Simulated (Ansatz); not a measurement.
# CH7BClNSi: up Jacob's ladder to CCSD(T)

How much do the methods differ for CH7BClNSi? The plan is to run it at one geometry with functionals of several rungs and with coupled cluster. The yardstick is the atomisation energy at the CCSD(T) limit.

Computed with Ansatz 0.2.0, Gaussian basis. Level: functionals in def2-TZVPP, the program's frozen cores in correlated methods.

The runs, in order: PBE-D4, r2SCAN-D4, PBE0-D4, B3LYP-D4, ωB97X-V, ωB97M-V, B2PLYP; CCSD(T)/def2-TZVPP; MP2/def2-QZVPP; extrapolation to the limit.

### 1 The geometry

All runs share one geometry, relaxed beforehand with PBE0-D4 in a triple-zeta def2 set.

SMILES `[SiH3]NCBCl`, 12 atoms, charge 0, spin multiplicity 1.

Atoms are counted from 1 here; the program's logs count them from 0.

Bond lengths: Si1–N2 1.722 Å, Si1–H6 1.487 Å, Si1–H7 1.485 Å, Si1–H8 1.496 Å, N2–C3 1.453 Å, N2–H9 1.009 Å, C3–B4 1.559 Å, C3–H10 1.105 Å, C3–H11 1.101 Å, B4–Cl5 1.748 Å, B4–H12 1.191 Å. Angles: N2–Si1–H6 107.7°, N2–Si1–H7 108.1°, N2–Si1–H8 114.8°, H6–Si1–H7 111.3°, H6–Si1–H8 106.9°, H7–Si1–H8 108.1°, Si1–N2–C3 121.5°, Si1–N2–H9 116.1°, C3–N2–H9 113.1°, N2–C3–B4 115.1°, N2–C3–H10 109.2°, N2–C3–H11 114.2°, B4–C3–H10 101.4°, B4–C3–H11 111.3°, H10–C3–H11 104.2°, C3–B4–Cl5 119.0°, C3–B4–H12 123.7°, Cl5–B4–H12 117.2°.

### 2 PBE-D4 (GGA)

in.yaml

```yaml
crystal:
  periodic: [false, false, false]
  atoms:
    - {symbol: Si, position_ang: [-1.736458, 0.078798, -0.242645]}
    - {symbol: N, position_ang: [-0.368779, -0.920888, 0.067440]}
    - {symbol: C, position_ang: [0.887030, -0.364341, 0.541265]}
    - {symbol: B, position_ang: [1.582479, 0.627508, -0.440692]}
    - {symbol: Cl, position_ang: [2.869767, 1.648843, 0.156622]}
    - {symbol: H, position_ang: [-1.287655, 1.201523, -1.108304]}
    - {symbol: H, position_ang: [-2.767220, -0.746455, -0.921966]}
    - {symbol: H, position_ang: [-2.356157, 0.689953, 0.973499]}
    - {symbol: H, position_ang: [-0.563483, -1.836156, 0.443646]}
    - {symbol: H, position_ang: [1.639725, -1.169946, 0.607891]}
    - {symbol: H, position_ang: [0.842278, 0.047712, 1.561600]}
    - {symbol: H, position_ang: [1.335572, 0.688348, -1.604257]}
basis:
  gaussian: {orbitals: def2-TZVPP}
hamiltonian: {xc: pbe, dispersion: d4}
output: {forces: true, orbitals: {seedname: orbitals}}
```

Command:

```bash
> ansatz run in.yaml --threads 4 --pin off --events-out ev --progress --plain --max-ram 10444MiB
```

Further steps of the session: r2SCAN-D4 (meta-GGA); PBE0-D4 (hybrid); B3LYP-D4 (hybrid); ωB97X-V (range-separated); ωB97M-V (range-separated); B2PLYP (double hybrid); CCSD(T) in def2-TZVPP; MP2 in def2-QZVPP.

Q: Predict the results of all the runs planned. Wanted: atomisation energy, CCSD(T)/CBS; farthest; mean size of error, hybrid; mean size of error, range-separated; gap, smallest and largest; T1 diagnostic; triples share of the correlation energy.

**Answer**, as computed:

```
                               quantity                                 value
        atomisation energy, CCSD(T)/CBS                         4132.6 kJ/mol
 functionals within 20.7 kJ/mol (0.5 %)          r2SCAN-D4, PBE0-D4, B3LYP-D4
                               farthest                 PBE-D4 (+60.3 kJ/mol)
             mean size of error, hybrid                           15.7 kJ/mol
    mean size of error, range-separated                           33.1 kJ/mol
              gap, smallest and largest  3.30 eV (PBE-D4), 10.31 eV (ωB97X-V)
                          T1 diagnostic                                0.0112
triples share of the correlation energy                                 3.8 %
```

PBE-D4 is off by +60.3 kJ/mol. Double hybrids carry the basis error of their MP2 part in triple zeta, and no dispersion term here, so their miss is partly the set-up's. The reference freezes the cores and leaves out relativity and excitations past (T), so misses under about 20.7 kJ/mol can't be ranked. Hartree-Fock recovers 74 % of the binding; the rest is correlation. The gap grows from 3.3 to 10.3 eV across the functionals, mostly with the share of exact exchange.
